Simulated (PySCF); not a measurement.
# C5H7FO: a tour of settings, part 2 of 2

PySCF 2.14.0. Atoms count from 0.

### 6 Spin-spin couplings: B3LYP/cc-pVDZ

Job settings and geometry (Å):

```
{"job": {"kind": "j", "xc": "B3LYP", "basis": "cc-pVDZ"}, "charge": 0, "multiplicity": 1}
C      1.919984     0.983644    -0.135394
O      1.297123    -0.289609    -0.242767
C     -0.039066    -0.260003     0.031276
C     -1.231721     0.010138    -0.841423
C     -1.143939    -1.259147    -0.036570
C     -0.801033    -0.613042     1.262636
F     -1.668402     0.299625     1.816398
H      1.847215     1.372506     0.884599
H      1.467148     1.699919    -0.827347
H      2.964225     0.827856    -0.396553
H     -1.084709    -0.076909    -1.910088
H     -1.942135     0.773109    -0.549579
H     -1.250609    -2.284994    -0.312406
H     -0.334759    -1.183566     2.057521
```

Level: B3LYP/cc-pVDZ indirect spin-spin coupling, non-relativistic, gas phase.

The log of the run:

```text
coarse grid: 11944 points
cycle   1  E = -369.6101711893  dE =  1.249e+00  |g| = 7.025e-01  |ddm| = 7.000e+00
cycle   2  E = -369.5115241508  dE =  9.865e-02  |g| = 1.045e+00  |ddm| = 2.374e+00
cycle   3  E = -369.6984396669  dE = -1.869e-01  |g| = 9.453e-02  |ddm| = 1.378e+00
cycle   4  E = -369.7001836283  dE = -1.744e-03  |g| = 3.698e-02  |ddm| = 1.992e-01
cycle   5  E = -369.7004978548  dE = -3.142e-04  |g| = 8.595e-03  |ddm| = 6.590e-02
cycle   6  E = -369.7005116536  dE = -1.380e-05  |g| = 3.996e-03  |ddm| = 1.781e-02
cycle   7  E = -369.7005152953  dE = -3.642e-06  |g| = 4.899e-04  |ddm| = 6.179e-03
final grid: 116456 points
cycle   8  E = -369.7144095769  dE = -2.850e-05  |g| = 7.237e-03  |ddm| = 4.776e-02
cycle   9  E = -369.7143995334  dE =  1.004e-05  |g| = 1.030e-02  |ddm| = 2.677e-02
cycle  10  E = -369.7144213444  dE = -2.181e-05  |g| = 1.069e-03  |ddm| = 1.499e-02
cycle  11  E = -369.7144215643  dE = -2.199e-07  |g| = 1.305e-04  |ddm| = 1.816e-03
cycle  12  E = -369.7144215671  dE = -2.796e-09  |g| = 5.555e-05  |ddm| = 2.558e-04
cycle  13  E = -369.7144215677  dE = -5.979e-10  |g| = 1.934e-05  |ddm| = 1.037e-04
converged SCF energy = -369.7144215677

Indirect spin-spin couplings (Hz)
  i      j    bonds     total        FC       PSO       DSO        SD
  0 C    1 O    1     11.956    13.277    -1.199    -0.122         -
  0 C    2 C    2     -0.920    -0.711    -0.226     0.017         -
  0 C    3 C    3      0.304     0.327     0.004    -0.027         -
  0 C    4 C    3      3.149     3.318    -0.072    -0.097         -
  0 C    5 C    3      0.389     0.404     0.009    -0.025         -
  0 C    6 F    4      2.336     2.356     0.121    -0.105    -0.036
  0 C    7 H    1    142.397   141.605     0.008     0.784         -
  0 C    8 H    1    141.869   141.076     0.009     0.785         -
  0 C    9 H    1    136.869   136.112     0.016     0.741         -
  0 C   11 H    4      0.469     0.513     0.094    -0.137         -
  0 C   12 H    4     -0.435    -0.296     0.233    -0.372         -
  1 O    2 C    1     14.317    13.040     1.462    -0.185         -
  1 O    3 C    2     -0.277    -0.470     0.176     0.018         -
  1 O    4 C    2     -2.975    -2.911    -0.084     0.020         -
  1 O    5 C    2      0.337     0.056     0.278     0.003         -
  1 O    6 F    3     -3.858    -2.429    -0.836     0.146    -0.739
  1 O    7 H    2     -2.608    -2.073    -0.649     0.114         -
  1 O    8 H    2     -2.484    -1.937    -0.662     0.115         -
  1 O    9 H    2    -11.759   -11.051    -0.762     0.054         -
  1 O   10 H    3      0.298     0.320    -0.039     0.017         -
  1 O   11 H    3      0.461     0.394    -0.145     0.212         -
  1 O   12 H    3     -0.071     0.031    -0.199     0.098         -
  1 O   13 H    3      0.046     0.028     0.007     0.011         -
  2 C    3 C    1     35.217    36.311    -1.391     0.297         -
  2 C    4 C    1     -5.532    -4.856    -0.968     0.292         -
  2 C    5 C    1     46.158    47.929    -2.121     0.349         -
  2 C    6 F    2     27.465    24.229     3.848     0.013    -0.625
  2 C    7 H    3      0.979     0.991    -0.176     0.163         -
  2 C    8 H    3      1.568     1.571    -0.180     0.177         -
  2 C    9 H    3     11.094    11.318     0.268    -0.491         -
  2 C   10 H    2     -1.981    -1.793    -0.137    -0.051         -
  2 C   11 H    2     -0.399    -0.478     0.157    -0.078         -
  2 C   12 H    2     -1.431    -1.353     0.306    -0.384         -
  2 C   13 H    2      0.500     0.869    -0.294    -0.075         -
  3 C    4 C    1     33.952    34.454    -0.738     0.237         -
  3 C    5 C    2     -6.022    -5.789    -0.266     0.034         -
  3 C    6 F    3      8.193     9.298    -1.042     0.050    -0.113
  3 C    7 H    4      0.438     0.483     0.130    -0.175         -
  3 C    8 H    4      0.247     0.174    -0.095     0.169         -
  3 C    9 H    4     -0.215    -0.109     0.209    -0.316         -
  3 C   10 H    1    161.142   159.768     0.441     0.933         -
  3 C   11 H    1    172.768   171.592     0.184     0.993         -
  3 C   12 H    2      3.314     3.473     0.267    -0.426         -
  3 C   13 H    3      5.500     5.816     0.301    -0.616         -
  4 C    5 C    1     41.074    42.502    -1.717     0.289         -
  4 C    6 F    2     31.133    24.379     6.795    -0.106     0.066
  4 C    7 H    4     -0.312    -0.167     0.167    -0.313         -
  4 C    8 H    4     -0.248    -0.124     0.163    -0.288         -
  4 C   10 H    2     -0.170    -0.085     0.107    -0.192         -
  4 C   11 H    2     -0.190    -0.302     0.336    -0.223         -
  4 C   12 H    1    194.234   193.341    -0.186     1.078         -
  4 C   13 H    2      1.945     2.286    -0.127    -0.213         -
  5 C    6 F    1   -253.804  -280.960    13.554     1.005    12.598
  5 C    7 H    4      0.528     0.490    -0.117     0.154         -
  5 C    8 H    4      0.559     0.612     0.117    -0.171         -
  5 C    9 H    4     -0.242    -0.154     0.196    -0.284         -
  5 C   10 H    3      8.582     8.901     0.227    -0.546         -
  5 C   11 H    3      6.210     6.308    -0.160     0.062         -
  5 C   12 H    2      2.992     3.216     0.089    -0.313         -
  5 C   13 H    1    190.161   189.383    -0.535     1.312         -
  6 F    7 H    5      0.719     0.560     0.009     0.253    -0.103
  6 F    9 H    5     -0.597    -0.375     0.753    -1.014     0.039
  6 F   10 H    4     -0.270     0.294     1.295    -1.581    -0.278
  6 F   11 H    4      5.363     3.988     0.275     1.275    -0.174
  6 F   12 H    3     -2.588    -4.182     2.872    -1.715     0.437
  6 F   13 H    2     58.167    54.988     6.716    -0.998    -2.539
  7 H    8 H    2     -7.154    -6.612     1.825    -2.367         -
  7 H    9 H    2     -8.922    -8.286     1.943    -2.579         -
  7 H   10 H    5     -0.348     0.002     0.794    -1.144         -
  7 H   12 H    5     -0.422     0.025     0.898    -1.344         -
  8 H    9 H    2     -9.031    -8.390     1.940    -2.581         -
  8 H   10 H    5      0.208     0.033    -0.429     0.605         -
  8 H   11 H    5      0.191     0.111    -0.215     0.295         -
  8 H   12 H    5     -0.369     0.046     0.843    -1.258         -
  8 H   13 H    5     -0.370     0.002     0.844    -1.217         -
  9 H   10 H    5     -0.248     0.033     0.584    -0.864         -
  9 H   11 H    5     -0.431    -0.031     0.870    -1.269         -
  9 H   12 H    5     -0.481    -0.105     0.780    -1.156         -
  9 H   13 H    5     -0.229     0.041     0.604    -0.874         -
 10 H   11 H    2     -0.806    -0.216     2.049    -2.638         -
 10 H   12 H    3      1.535     1.757     0.608    -0.830         -
 10 H   13 H    4      2.700     3.430     1.562    -2.293         -
 11 H   12 H    3     -1.465    -0.712     1.633    -2.387         -
 11 H   13 H    4     -1.065    -0.249     1.402    -2.219         -
 12 H   13 H    3      1.192     1.431     0.572    -0.811         -
```

It took 26 s on 1 thread of Intel Xeon Platinum 8259CL at 2.50GHz, shared host; peak memory 0.74 GiB.

The basis is not made for couplings: without tight functions at the nuclei these values are rough.

Couplings of 1 Hz or more, nine at most for each number of bonds, with means over like pairs (isotopes 13C, 19F, 1H, 17O):

```csv
pair,bonds,J (Hz),Fermi contact (Hz),dihedral (°)
C5–F6,1,-253.8,-281.0,–
C4–H12,1,194.2,193.3,–
C5–H13,1,190.2,189.4,–
C3–H11,1,172.8,171.6,–
C3–H10,1,161.1,159.8,–
C0–H7,1,140.4,139.6,–
C2–C5,1,46.2,47.9,–
C4–C5,1,41.1,42.5,–
C2–C3,1,35.2,36.3,–
F6–H13,2,58.2,55.0,–
C4–F6,2,31.1,24.4,–
C2–F6,2,27.5,24.2,–
H7–H8,2,-8.4,-7.8,–
C3–C5,2,-6.0,-5.8,–
O1–H7,2,-5.6,-5.0,–
C3–H12,2,3.3,3.5,–
C5–H12,2,3.0,3.2,–
O1–C4,2,-3.0,-2.9,–
C5–H10,3,8.6,8.9,–
C3–F6,3,8.2,9.3,–
C5–H11,3,6.2,6.3,–
C3–H13,3,5.5,5.8,–
C2–H7,3,4.5,4.6,–
O1–F6,3,-3.9,-2.4,126
C0–C4,3,3.1,3.3,174
F6–H12,3,-2.6,-4.2,-123
H10–H12,3,1.5,1.8,-21
F6–H11,4,5.4,4.0,–
H10–H13,4,2.7,3.4,–
C0–F6,4,2.3,2.4,–
H11–H13,4,-1.1,-0.2,–
```

The spin-dipole term was solved for some atoms only; pairs without it lack that part.

The response was solved for the nuclei of C, F, H alone, so couplings that need other nuclei can be missing.

Quadrupole couplings from the field gradients of the same density:

```csv
atom,isotope,eQq/h (MHz),η
O1,17O,11.3,0.98
```

Joined with the shifts from before (B97-2/6-311G**, unscaled), the couplings predict the line list below for 300 MHz.

1H NMR δ 5.56 (ddt, J = 58.2, 2.7, 1.1 Hz, 1H), 3.84 (s, 3H), 2.62 (dq, J = 2.6, 1.4 Hz, 1H), 1.92 (dd, J = 2.7, 1.5 Hz, 1H), 1.89 (dt, J = 5.4, 1.3 Hz, 1H).

### 7 Side by side: NMR shifts

Shifts (ppm) of some atoms, chosen among heavy atoms and hydrogens apart, with basis size and wall time:

```csv
run,C5,C2,C0,C3,C4,H13,H12,functions,time
B97-2/6-311G**,89.9,67.2,61.6,26.7,23.9,5.56,2.62,168,31 s
KT2/pcSseg-1 in acetonitrile,93.9,70.8,64.8,27.9,26.1,5.93,3.10,154,29 s
```

### 8 Results

The summary covers parts 1 to 2.

| quantity | value |
| --- | --- |
| 13C shifts against TMS (B97-2/6-311G**) | 89.9, 67.2, 61.6, 26.7, 23.9 ppm |
| 1H shifts against TMS (B97-2/6-311G**, means over atoms taken as alike) | 5.56, 3.84, 2.62, 1.92, 1.89 ppm |
| 17O shifts against H2O (B97-2/6-311G**) | 30.5 ppm |
| 19F shifts against CFCl3 (B97-2/6-311G**) | -236.1 ppm |
| largest coupling of the table (B3LYP/cc-pVDZ) | 1J(C,F) C5–F6, -253.8 Hz |
| range of the shift of C5 | 89.9 to 93.9 ppm |
| property runs in this session | 5, of which 1 failed and 1 gave unsound results |

**Reading.** Single values in the summary come from the first run of each kind that ended normally (B97-2/6-311G**; B3LYP/cc-pVDZ), which need not be the best level. At B97-2/6-311G**: The largest span, 111 ppm, is at O1, where the paramagnetic term is -80 ppm. Of the pairs tabulated at B3LYP/cc-pVDZ, C5–F6 couples most strongly (-253.8 Hz; Fermi contact -281.0 Hz). Couplings across rotatable bonds belong to this one conformer; where others are populated, the observed values are averages. Among the atoms with a shift in every run: In ppm, C5 moves most: its shift spreads over 3.9 ppm, from 89.9 (B97-2/6-311G**) to 93.9 (KT2/pcSseg-1 in acetonitrile). Couplings from bases without tight functions are rough.
